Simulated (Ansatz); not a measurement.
# C2H4FGe: rigid scan of one bond length from a Python script

How does the energy of C2H4FGe change as one bond is stretched? A script is to give a rigid scan of one bond length; the system is C2H4FGe.

All numbers are computed with Ansatz 0.2.0 through its Python package. Level of theory: CAM-B3LYP/def2-SVP.

### 1 The structure

Bond lengths: C1–C2 1.265 Å, C2–Ge3 1.920 Å, Ge3–F4 1.732 Å, C1–H5 1.122 Å, C1–H6 1.117 Å, C2–H7 1.113 Å, Ge3–H8 1.491 Å. Angles: C1–C2–Ge3 120.0°, C1–C2–H7 120.2°, Ge3–C2–H7 119.8°, C2–C1–H5 122.7°, C2–C1–H6 124.5°, H5–C1–H6 112.8°, C2–Ge3–F4 108.8°, C2–Ge3–H8 109.9°, F4–Ge3–H8 114.2°.

The script holds or builds the structure itself.

### 2 Script

File c2h4fge_scan.py:

```python
'''Stretching a bond of C2H4FGe, the rest held rigid.'''

import ansatz as az
import matplotlib.pyplot as plt
import numpy as np


def main() -> None:
    geometry_ang = [
        ('C', [-0.2445, 1.1103, -0.3875]),
        ('C', [0.6732, 0.2477, -0.2738]),
        ('Ge', [0.2754, -1.4877, 0.4457]),
        ('F', [-0.234, -1.306, 2.0911]),
        ('H', [-0.071, 2.1263, -0.8318]),
        ('H', [-1.3088, 0.9437, -0.0927]),
        ('H', [1.7147, 0.4935, -0.5812]),
        ('H', [-0.7128, -2.185, -0.4256]),
    ]
    geometry = az.Crystal.molecule()
    for symbol, xyz in geometry_ang:
        geometry = geometry.atom(symbol, xyz)

    symbols = [site.symbol for site in geometry.cartesian_sites]
    start = np.array([site.position_ang for site in geometry.cartesian_sites])
    axis = (start[3] - start[2]) / np.linalg.norm(start[3] - start[2])
    moving = [3]
    lengths, energies = [1.524, 1.593, 1.663, 1.732, 1.801, 1.871, 1.94, 2.044], []
    for length in lengths:
        xyz = start.copy()
        xyz[moving] += (length - np.linalg.norm(start[3] - start[2])) * axis
        point = az.Crystal.molecule()
        for symbol, place in zip(symbols, xyz):
            point = point.atom(symbol, place.tolist())
        setup = point.calculation()
        setup = setup.basis(gaussian='def2-SVP')
        setup = setup.functional('cam_b3lyp')
        setup = setup.spin('collinear', total=1)
        data = setup.run(threads=1, backend='cpu').report
        energies.append(data['free_energy_ev'])
        print(f'r = {length:6.3f} A  E = {energies[-1]:.5f} eV  <S^2> = {abs(data["mean_field"]["state"]["spin_squared"]):.3f}')

    # quartic fit about the minimum
    fit = np.polynomial.Polynomial.fit(lengths, np.array(energies) - min(energies), 4).convert()
    roots = [r.real for r in fit.deriv().roots() if abs(r.imag) < 1e-9 and fit.deriv(2)(r.real) > 0]
    r_e = min(roots, key=lambda r: abs(r - lengths[int(np.argmin(energies))]))
    print(f'minimum of the fit at {r_e:.4f} A, force constant {fit.deriv(2)(r_e):.2f} eV/A^2')
    plt.figure(figsize=(4.5, 3))
    plt.plot(lengths, np.array(energies) - min(energies), 'o-')
    plt.xlabel('bond length (A)')
    plt.ylabel('E - E(min) (eV)')
    plt.tight_layout()
    plt.savefig('scan.png', dpi=100)


if __name__ == '__main__':
    main()
```

### 3 What the engine is handed

The package turns the script's settings into the engine's input (first run):

```yaml
crystal:
  periodic: [false, false, false]
  atoms:
    - { symbol: C, position_ang: [-0.2445, 1.1103, -0.3875] }
    - { symbol: C, position_ang: [0.6732, 0.2477, -0.2738] }
    - { symbol: Ge, position_ang: [0.2754, -1.4877, 0.4457] }
    - { symbol: F, position_ang: [-0.17282341746975996, -1.327821329104328, 1.893495074803186] }
    - { symbol: H, position_ang: [-0.071, 2.1263, -0.8318] }
    - { symbol: H, position_ang: [-1.3088, 0.9437, -0.0927] }
    - { symbol: H, position_ang: [1.7147, 0.4935, -0.5812] }
    - { symbol: H, position_ang: [-0.7128, -2.185, -0.4256] }
basis:
  gaussian:
    orbitals: def2-SVP
hamiltonian:
  xc: cam_b3lyp
magnetization:
  spin_polarized: true
  initial_magnetization: 1.0
```

### 4 Running it

Command:

```bash
$ python c2h4fge_scan.py
```

Q: Predict the main results. Wanted: range of energy; lowest point, distance.

**Answer**, as computed:

```
                        quantity     value
bond length at the fit's minimum  1.7443 Å
                   runs compared         8
                 range of energy  1.049 eV
      lowest point, distance (Å)      1.73
```

The curve has its lowest point inside the range, at 1.73. The ends stand 1.05 and 0.762 eV above it. The distance scanned is the script's pair 2, 3. The rest of the molecule is held rigid at a force-field or estimated start geometry, and the basis set is modest; single-reference methods fail as a bond breaks. The species is open-shell (spin multiplicity 2).
